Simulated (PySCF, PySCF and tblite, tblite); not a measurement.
**C4H7NSe: a path driven as rotation about a bond, and NMR exchange**

How fast is rotation about a bond in C4H7NSe (`C=CC(=[Se])NC`), and when do the exchanging lines merge?

Computed with tblite 0.8.0 (tight binding) and PySCF 2.14.0 (DFT, with response routines of our own); each step states its level. Atoms count from 0 throughout.

### 1 The molecule as given

13 atoms, charge 0, multiplicity 1; geometry from: force field or distance geometry start.

Bonds of the start (Å): C0–C1 1.32, C0–H6 1.09, C0–H7 1.08, C1–C2 1.44, C1–H8 1.10, C2–N4 1.44, C2–Se3 1.94, C5–H10 1.12, C5–H11 1.10, C5–H12 1.13, N4–C5 1.45, N4–H9 1.05.

### 2 GFN2-xTB relaxation, start minimum

The job: settings as JSON, then the geometry in Å.

```
{"job": {"xc": "GFN2-xTB", "basis": "xTB", "kind": "relax"}, "charge": 0, "multiplicity": 1}
C      1.900100     0.770900     1.666500
C      1.041600    -0.005400     1.024800
C      0.402300     0.335900    -0.219900
Se     0.655100     2.005300    -1.173100
N     -0.504400    -0.645500    -0.764900
C     -1.943600    -0.558400    -0.611900
H      2.188200     1.760300     1.315000
H      2.331700     0.433500     2.598100
H      0.835300    -0.977400     1.488300
H     -0.032400    -1.423100    -1.292500
H     -2.281000    -1.610700    -0.459200
H     -2.432200    -0.113400    -1.495200
H     -2.165400     0.028600     0.329700
```

Command:

```sh
> OMP_NUM_THREADS=1 python ens_run.py task.json out
```

This one command runs the whole study; its stages follow in the order run.

The log of the run:

```text
step      E/eV     max force
  0    -493.69904    2.524
  1    -493.92601    1.923
  2    -494.06678    1.295
  3    -494.10983    0.749
  4    -494.12695    0.361
  5    -494.13761    0.289
  6    -494.15061    0.400
  7    -494.16382    0.486
  8    -494.18021    0.430
  9    -494.19965    0.578
 10    -494.22847    0.760
 11    -494.26868    0.873
 12    -494.32190    0.885
 13    -494.38521    0.858
 14    -494.44953    0.609
 15    -494.51924    0.780
 16    -494.59055    0.881
 17    -494.64104    0.710
 18    -494.59805    1.805
 19    -494.68293    0.408
 20    -494.69578    0.372
 21    -494.73804    0.513
 22    -494.76129    0.512
 23    -494.80797    0.441
 24    -494.84126    0.474
 25    -494.87982    0.498
 26    -494.92277    0.608
 27    -494.95896    0.584
 28    -494.98626    0.388
 29    -495.00478    0.686
 30    -495.02293    0.380
 31    -495.03595    0.399
 32    -495.05007    0.271
 33    -495.05777    0.224
 34    -495.06642    0.206
 35    -495.07426    0.225
 36    -495.08134    0.171
 37    -495.08417    0.121
 38    -495.08566    0.086
 39    -495.08677    0.098
 40    -495.08745    0.074
 41    -495.08804    0.073
 42    -495.08856    0.059
 43    -495.08897    0.060
 44    -495.08925    0.046
 45    -495.08946    0.049
 46    -495.08968    0.046
 47    -495.08997    0.056
 48    -495.09030    0.057
 49    -495.09060    0.042
 50    -495.09086    0.037
 51    -495.09115    0.056
 52    -495.09150    0.062
 53    -495.09176    0.043
 54    -495.09189    0.026
 55    -495.09198    0.025
 56    -495.09210    0.036
 57    -495.09223    0.038
 58    -495.09232    0.027
 59    -495.09238    0.019
 60    -495.09243    0.022
 61    -495.09250    0.030
 62    -495.09259    0.038
 63    -495.09271    0.041
 64    -495.09282    0.039
 65    -495.09296    0.040
 66    -495.09313    0.053
 67    -495.09334    0.057
 68    -495.09355    0.044
 69    -495.09374    0.041
 70    -495.09394    0.036
 71    -495.09418    0.050
 72    -495.09442    0.046
 73    -495.09461    0.038
 74    -495.09474    0.040
 75    -495.09485    0.035
 76    -495.09498    0.039
 77    -495.09513    0.034
 78    -495.09522    0.022
 79    -495.09529    0.027
 80    -495.09533    0.027
 81    -495.09537    0.018
 82    -495.09539    0.009
 83    -495.09540    0.006
 84    -495.09540    0.006
 85    -495.09540    0.004
 86    -495.09540    0.002
```

Wall time 0.33 s (1 thread of Arm Neoverse V2, shared host).

Relaxing gained 1.396 eV and moved the atoms by 0.78 Å on average (rms).

### 3 Relaxed scan, rotation

The job: settings as JSON, then the geometry in Å.

```
{"job": {"xc": "GFN2-xTB", "basis": "xTB", "coordinate": [["t", [1, 2, 4, 5], 0.25], ["t", [1, 2, 4, 9], 0.25], ["t", [3, 2, 4, 5], 0.25], ["t", [3, 2, 4, 9], 0.25]], "kind": "drive"}, "charge": 0, "multiplicity": 1}
C      2.163904     0.767611     1.462434
C      1.254875    -0.080833     0.994302
C      0.096319     0.305005     0.209219
Se    -0.264114     2.016208    -0.238777
N     -0.709700    -0.690188    -0.173347
C     -1.899225    -0.494177    -0.957522
H      2.079997     1.824965     1.273598
H      3.007679     0.435164     2.040868
H      1.349405    -1.144214     1.190871
H     -0.465406    -1.635662     0.084752
H     -2.412352    -1.443091    -1.085306
H     -1.644772    -0.078506    -1.935842
H     -2.560997     0.218205    -0.459427
```

The log of the run:

```text
point  coordinate     E/eV
  0     13.800     -495.05425
  1     28.300     -494.93887
  2     42.900     -494.76624
  3     57.900     -494.56637
  4     73.500     -494.39431
  5     89.600     -494.32353
  6    105.700     -494.39741
  7    121.300     -494.56894
  8    136.300     -494.76958
  9    150.700     -494.92878
 10    165.000     -495.01775
 11    179.300     -495.02881
```

Run time: 1.7 s. Hardware: 1 thread of Arm Neoverse V2, shared host.

The highest point is number 5, 16.9 kcal/mol above the first.

### 4 Nudged elastic band, leg 1

Changed since step 3:

```diff
@@ -1,2 +1,2 @@
-{"job": {"xc": "GFN2-xTB", "basis": "xTB", "coordinate": [["t", [1, 2, 4, 5], 0.25], ["t", [1, 2, 4, 9], 0.25], ["t", [3, 2, 4, 5], 0.25], ["t", [3, 2, 4, 9], 0.25]], "kind": "drive"}, "charge": 0, "multiplicity": 1}
+{"job": {"xc": "GFN2-xTB", "basis": "xTB", "kind": "neb"}, "charge": 0, "multiplicity": 1}
 C      2.163904     0.767611     1.462434
```

The log of the run:

```text
image   E - E0 / eV
  0       0.0000
  1       0.2425
  2       0.7709
  3       0.5964
  4       0.1931
  5       0.0667
  6       0.0273
```

It took 1.6 s on 1 thread of Arm Neoverse V2, shared host.

The highest point is number 2, 17.8 kcal/mol above the first.

### 5 Saddle search, leg 1

The job: settings as JSON, then the geometry in Å.

```
{"job": {"xc": "GFN2-xTB", "basis": "xTB", "kind": "saddle"}, "charge": 0, "multiplicity": 1}
C      2.233265     0.764659     0.984009
C      1.247373    -0.066011     0.633587
C     -0.128139     0.297759     0.420405
Se    -0.762152     1.966122     0.627623
N     -0.942081    -0.785322     0.021368
C     -1.568561    -0.608155    -1.281019
H      2.056241     1.814843     1.149964
H      3.242128     0.413180     1.112353
H      1.446734    -1.118997     0.482836
H     -1.669186    -0.950765     0.714160
H     -2.144813    -1.502525    -1.508108
H     -0.783202    -0.493684    -2.027900
H     -2.227606     0.268893    -1.329277
```

The log of the run:

```text
step      E/eV     max force
  0    -494.32453   0.0382
  1    -494.32639   0.0551
  2    -494.32650   0.0085
  3    -494.32652   0.0010
lowest wavenumbers (cm-1): -221.3 86.1 190.0 201.0 212.2 320.8
```

Run time: 1.4 s. Hardware: 1 thread of Arm Neoverse V2, shared host.

Point group C1; 1 imaginary mode, 221i cm⁻¹, carried by C5, H9, N4, C1. Steps downhill from it reached both ends.

### 6 Saddle search, other pyramid

The job: settings as JSON, then the geometry in Å.

```
{"job": {"xc": "GFN2-xTB", "basis": "xTB", "kind": "saddle"}, "charge": 0, "multiplicity": 1}
C      2.226091     0.768166     0.994224
C      1.256744    -0.071228     0.621659
C     -0.120351     0.289532     0.413910
Se    -0.750145     1.959442     0.624256
N     -0.939826    -0.789878     0.019147
C     -0.995335    -1.876326     0.986609
H      2.022060     1.811830     1.171233
H      3.240821     0.437621     1.129423
H      1.469542    -1.117719     0.445804
H     -0.621168    -1.158470    -0.874206
H     -1.629792    -2.663859     0.586163
H     -1.440740    -1.494055     1.905079
H     -0.007732    -2.293847     1.224390
```

The log of the run:

```text
step      E/eV     max force
  0    -494.17194   0.7288
  1    -494.23402   0.3456
  2    -494.25719   0.1601
  3    -494.25871   0.0930
  4    -494.25703   0.1974
  5    -494.25939   0.0270
  6    -494.25953   0.0064
  7    -494.25953   0.0000
lowest wavenumbers (cm-1): -205.3 87.5 175.9 200.7 236.5 298.5
```

Run time: 1.5 s. Hardware: 1 thread of Arm Neoverse V2, shared host.

Point group C1; 1 imaginary mode, 205i cm⁻¹, carried by C5, H9, N4, H11. Steps downhill from it reached both ends.

### 7 Shieldings, start: BHandHLYP/pcSseg-1

The job: settings as JSON, then the geometry in Å.

```
{"job": {"kind": "nmr", "xc": "BHandHLYP", "basis": "pcSseg-1", "pop": false}, "charge": 0, "multiplicity": 1}
C      2.163904     0.767611     1.462434
C      1.254875    -0.080833     0.994302
C      0.096319     0.305005     0.209219
Se    -0.264114     2.016208    -0.238777
N     -0.709700    -0.690188    -0.173347
C     -1.899225    -0.494177    -0.957522
H      2.079997     1.824965     1.273598
H      3.007679     0.435164     2.040868
H      1.349405    -1.144214     1.190871
H     -0.465406    -1.635662     0.084752
H     -2.412352    -1.443091    -1.085306
H     -1.644772    -0.078506    -1.935842
H     -2.560997     0.218205    -0.459427
```

The log of the run:

```text
coarse grid: 50480 points
cycle   1  E = -2612.4057329765  dE = -1.649e-02  |g| = 6.427e-01  |ddm| = 3.403e+00
cycle   2  E = -2612.3733674706  dE =  3.237e-02  |g| = 6.078e-01  |ddm| = 1.394e+00
cycle   3  E = -2612.4646690688  dE = -9.130e-02  |g| = 2.534e-01  |ddm| = 9.855e-01
cycle   4  E = -2612.4791888655  dE = -1.452e-02  |g| = 2.973e-02  |ddm| = 2.387e-01
cycle   5  E = -2612.4793291160  dE = -1.403e-04  |g| = 9.879e-03  |ddm| = 3.396e-02
cycle   6  E = -2612.4793532951  dE = -2.418e-05  |g| = 4.184e-03  |ddm| = 1.100e-02
cycle   7  E = -2612.4793579161  dE = -4.621e-06  |g| = 7.018e-04  |ddm| = 4.910e-03
final grid: 106504 points
cycle   8  E = -2612.4793486468  dE = -1.330e-07  |g| = 6.140e-04  |ddm| = 1.843e-03
cycle   9  E = -2612.4793486307  dE =  1.611e-08  |g| = 7.514e-04  |ddm| = 1.258e-03
cycle  10  E = -2612.4793487389  dE = -1.082e-07  |g| = 7.173e-05  |ddm| = 6.312e-04
cycle  11  E = -2612.4793487403  dE = -1.475e-09  |g| = 4.081e-05  |ddm| = 1.001e-04
cycle  12  E = -2612.4793487410  dE = -6.326e-10  |g| = 1.720e-05  |ddm| = 8.785e-05
converged SCF energy = -2612.4793487410

GIAO shielding tensors (ppm)
atom      isotropic    diamagn.    paramagn.     s11        s22        s33       span
  0 C       42.072     252.506    -210.435    -71.448     29.479    168.184    239.633
  1 C       47.524     255.228    -207.703    -62.216     67.372    137.418    199.634
  2 C      -45.896     254.576    -300.472   -231.171    -24.740    118.224    349.395
  3 Se    1147.544    3000.114   -1852.570    493.251    769.828   2179.554   1686.303
  4 N      106.221     328.293    -222.071    -25.921    163.389    181.196    207.117
  5 C      150.422     241.940     -91.518    133.302    145.221    172.743     39.442
  6 H       24.246      31.156      -6.911     20.808     22.038     29.890      9.082
  7 H       25.862      27.981      -2.119     24.477     24.937     28.171      3.694
  8 H       25.795      32.313      -6.518     23.751     24.497     29.137      5.386
  9 H       25.619      35.601      -9.982     19.231     25.747     31.880     12.648
 10 H       28.888      28.010       0.878     24.258     27.312     35.093     10.836
 11 H       28.290      28.535      -0.245     23.677     26.698     34.496     10.819
 12 H       28.008      28.432      -0.424     23.018     27.303     33.704     10.687
```

It took 14 s on 1 thread of Arm Neoverse V2, shared host; peak memory 0.7 GiB.

In short: HOMO -6.51 eV, LUMO -0.77 eV; dipole 4.52 D.

### 8 Shieldings, saddle of leg 1: BHandHLYP/pcSseg-1

The job: settings as JSON, then the geometry in Å.

```
{"job": {"kind": "nmr", "xc": "BHandHLYP", "basis": "pcSseg-1", "pop": false}, "charge": 0, "multiplicity": 1}
C      2.226091     0.768166     0.994224
C      1.256744    -0.071228     0.621659
C     -0.120351     0.289532     0.413910
Se    -0.750145     1.959442     0.624256
N     -0.939826    -0.789878     0.019147
C     -1.572215    -0.609530    -1.279696
H      2.022060     1.811830     1.171233
H      3.240821     0.437621     1.129423
H      1.469542    -1.117719     0.445804
H     -1.661037    -0.951531     0.718578
H     -2.194687    -1.477621    -1.484747
H     -0.789391    -0.547352    -2.035621
H     -2.187606     0.298268    -1.338172
```

The log of the run:

```text
coarse grid: 50480 points
cycle   1  E = -2612.3795425101  dE = -1.228e-01  |g| = 6.431e-01  |ddm| = 3.401e+00
cycle   2  E = -2612.3499582246  dE =  2.958e-02  |g| = 5.916e-01  |ddm| = 1.076e+00
cycle   3  E = -2612.4255900243  dE = -7.563e-02  |g| = 2.649e-01  |ddm| = 8.688e-01
cycle   4  E = -2612.4424051724  dE = -1.682e-02  |g| = 4.609e-02  |ddm| = 2.767e-01
cycle   5  E = -2612.4427476699  dE = -3.425e-04  |g| = 1.383e-02  |ddm| = 5.120e-02
cycle   6  E = -2612.4427917583  dE = -4.409e-05  |g| = 3.664e-03  |ddm| = 1.635e-02
cycle   7  E = -2612.4427951847  dE = -3.426e-06  |g| = 1.223e-03  |ddm| = 5.417e-03
final grid: 106504 points
cycle   8  E = -2612.4427849064  dE = -1.359e-08  |g| = 1.405e-03  |ddm| = 3.810e-03
cycle   9  E = -2612.4427845177  dE =  3.887e-07  |g| = 1.992e-03  |ddm| = 3.611e-03
cycle  10  E = -2612.4427854262  dE = -9.085e-07  |g| = 2.115e-04  |ddm| = 2.144e-03
cycle  11  E = -2612.4427854390  dE = -1.282e-08  |g| = 6.940e-05  |ddm| = 2.340e-04
cycle  12  E = -2612.4427854433  dE = -4.302e-09  |g| = 2.816e-05  |ddm| = 2.480e-04
cycle  13  E = -2612.4427854441  dE = -8.149e-10  |g| = 9.663e-06  |ddm| = 1.131e-04
converged SCF energy = -2612.4427854441

GIAO shielding tensors (ppm)
atom      isotropic    diamagn.    paramagn.     s11        s22        s33       span
  0 C       37.142     254.126    -216.984    -72.477     17.278    166.625    239.102
  1 C       33.925     250.674    -216.749    -74.084     45.238    130.621    204.705
  2 C     -119.691     254.336    -374.027   -391.849    -68.661    101.436    493.284
  3 Se    -351.327    2999.421   -3350.748  -2475.992   -740.241   2162.252   4638.244
  4 N      161.886     322.410    -160.524     80.552    178.223    226.881    146.329
  5 C      142.493     243.317    -100.824    107.974    139.666    179.840     71.866
  6 H       24.163      31.143      -6.980     21.559     22.066     28.864      7.304
  7 H       25.716      28.304      -2.588     24.909     24.974     27.263      2.354
  8 H       24.790      31.432      -6.641     21.940     23.308     29.124      7.184
  9 H       30.064      33.063      -2.998     24.378     27.648     38.167     13.789
 10 H       28.872      28.362       0.510     25.263     26.749     34.604      9.341
 11 H       29.594      29.697      -0.102     25.059     28.231     35.494     10.436
 12 H       28.527      29.246      -0.719     23.824     28.991     32.765      8.940
```

Run time: 22 s. Hardware: 1 thread of Arm Neoverse V2, shared host; peak memory 0.72 GiB.

In short: HOMO -7.11 eV, LUMO -1.97 eV; dipole 1.64 D.

Orbitals, density, ELF and potential are computed afterwards from the orbital file.

Frontier orbitals at BHandHLYP/pcSseg-1, with the share of their density that lies nearest to each atom:

```csv
orbital,energy (eV),lies on
HOMO,-7.11,Se3 79 %
LUMO,-1.97,Se3 30 %; C2 30 %; C0 18 %
```

ELF in a plane through or near 7 of the atoms.

Ten even steps from ' ' (0.00) to '@' (1.00):
```
                                                        
                                                        
                  ..--==========--..                    
                ..++##%%######%%##++                    
                ..##@@@@==::==%%%%**..                  
                  ==@@%%::**::%%%%==                    
          --@@@@==  ==##::::::##==  ..##%%--            
          **@@@@@@--  --++****--  ..%%@@@@++            
          ==@@@@@@++  ..++****::  --%%@@%%--            
        ..--++==..**++**%%::++++++**==**++--..          
      ..**@@@@==..%%==::%%**++++##%%..##@@@@%%::        
      --@@@@@@@@==**--==**..::****++==@@@@@@@@**        
      ..@@@@@@%%..::%%@@@@::::##++..::%%@@@@@@--        
        ==%%##::  ::@@@@@@==  ==--    --%%@@++          
                  ..%%@@@@--                            
                    ::++--                              
                                                        
                                                        
                                                        
                                                        
```
The map spans 11.9 Å across and 9.5 Å up, centred on the molecule. Atoms in the plane (x, y in Å): C0 (-2.6, 0.0), C1 (-1.3, -0.5), Se3 (-0.2, 2.2), H6 (-2.8, 1.0), H7 (-3.4, -0.7), H8 (-1.1, -1.5), H10 (3.0, -0.7).

log10 of the density (e/Å³) in the same plane.

Ten even steps from '0' (-4.0) to '9' (1.9):
```
0000000000111111000000000000
0000000001222322210000000000
0000000012344444321000000000
0000000123455555432100000000
0000001234566766543210000000
0000122334567976543321100000
0001234554567866544443210000
0001245665556665555554210000
0002345666556765556654321000
0012356777667766667665421000
0013456787777666777765431000
0013456666776556666676431000
0012455555676545555555431000
0002344444566444444444321000
0000122223444322222222100000
0000001112333211111111000000
0000000000111100000000000000
0000000000000000000000000000
0000000000000000000000000000
0000000000000000000000000000
```
The map spans 11.9 Å across and 9.5 Å up, centred on the molecule. Atoms in the plane (x, y in Å): C0 (-2.6, 0.0), C1 (-1.3, -0.5), Se3 (-0.2, 2.2), H6 (-2.8, 1.0), H7 (-3.4, -0.7), H8 (-1.1, -1.5), H10 (3.0, -0.7).

On the surface of density 0.002 e/bohr³ the electrostatic potential runs, from the 1st to the 99th percentile, from -1.04 V near N4 to 1.45 V near H9.

### 9 Shieldings, end: BHandHLYP/pcSseg-1

The job: settings as JSON, then the geometry in Å.

```
{"job": {"kind": "nmr", "xc": "BHandHLYP", "basis": "pcSseg-1", "pop": false}, "charge": 0, "multiplicity": 1}
C      2.143374     0.528934     1.112856
C      1.057738     0.112857     0.466386
C     -0.286492     0.546360     0.786981
Se    -0.659744     1.716472     2.115666
N     -1.314160     0.069446     0.076654
C     -1.268912    -0.864841    -1.020461
H      2.068067     1.228398     1.928914
H      3.127858     0.185623     0.847370
H      1.154172    -0.589633    -0.350431
H     -2.222061     0.415546     0.354920
H     -0.841365    -1.820692    -0.706869
H     -0.677891    -0.469648    -1.850696
H     -2.282924    -1.039175    -1.371292
```

The log of the run:

```text
coarse grid: 50480 points
cycle   1  E = -2612.4022682710  dE = -2.968e-02  |g| = 6.342e-01  |ddm| = 3.392e+00
cycle   2  E = -2612.3682047330  dE =  3.406e-02  |g| = 6.064e-01  |ddm| = 1.413e+00
cycle   3  E = -2612.4597534570  dE = -9.155e-02  |g| = 2.533e-01  |ddm| = 9.921e-01
cycle   4  E = -2612.4741956221  dE = -1.444e-02  |g| = 3.050e-02  |ddm| = 2.390e-01
cycle   5  E = -2612.4743398538  dE = -1.442e-04  |g| = 1.142e-02  |ddm| = 3.504e-02
cycle   6  E = -2612.4743736874  dE = -3.383e-05  |g| = 4.069e-03  |ddm| = 1.217e-02
cycle   7  E = -2612.4743781836  dE = -4.496e-06  |g| = 8.184e-04  |ddm| = 5.369e-03
final grid: 106504 points
cycle   8  E = -2612.4743695124  dE = -1.660e-07  |g| = 7.324e-04  |ddm| = 2.024e-03
cycle   9  E = -2612.4743695097  dE =  2.608e-09  |g| = 8.174e-04  |ddm| = 1.572e-03
cycle  10  E = -2612.4743696284  dE = -1.186e-07  |g| = 9.197e-05  |ddm| = 7.781e-04
cycle  11  E = -2612.4743696307  dE = -2.351e-09  |g| = 4.216e-05  |ddm| = 1.195e-04
cycle  12  E = -2612.4743696314  dE = -6.808e-10  |g| = 1.930e-05  |ddm| = 9.229e-05
converged SCF energy = -2612.4743696314

GIAO shielding tensors (ppm)
atom      isotropic    diamagn.    paramagn.     s11        s22        s33       span
  0 C       36.502     252.162    -215.661    -77.132     20.934    165.702    242.834
  1 C       55.668     255.652    -199.984    -62.642     66.118    163.528    226.170
  2 C      -48.564     251.552    -300.116   -238.208    -29.204    121.721    359.929
  3 Se    1119.848    2999.117   -1879.269    574.032   1109.047   1676.465   1102.433
  4 N      118.595     326.109    -207.514      0.778    140.151    214.856    214.078
  5 C      155.521     244.792     -89.271    133.864    149.443    183.256     49.393
  6 H       24.160      30.281      -6.120     20.910     21.703     29.868      8.957
  7 H       25.612      28.961      -3.349     23.980     24.859     27.997      4.017
  8 H       25.456      33.761      -8.305     22.737     23.652     29.978      7.241
  9 H       24.333      33.312      -8.979     16.189     27.397     29.414     13.226
 10 H       28.717      29.715      -0.998     24.612     26.788     34.750     10.138
 11 H       28.717      29.992      -1.275     24.611     26.789     34.750     10.139
 12 H       29.004      28.213       0.791     24.441     27.508     35.062     10.622
```

Run time: 17 s. Hardware: 1 thread of Arm Neoverse V2, shared host; peak memory 0.83 GiB.

Key values: HOMO -6.48 eV, LUMO -0.98 eV; dipole 5.00 D.

(Part 1 of 2 ends here.)
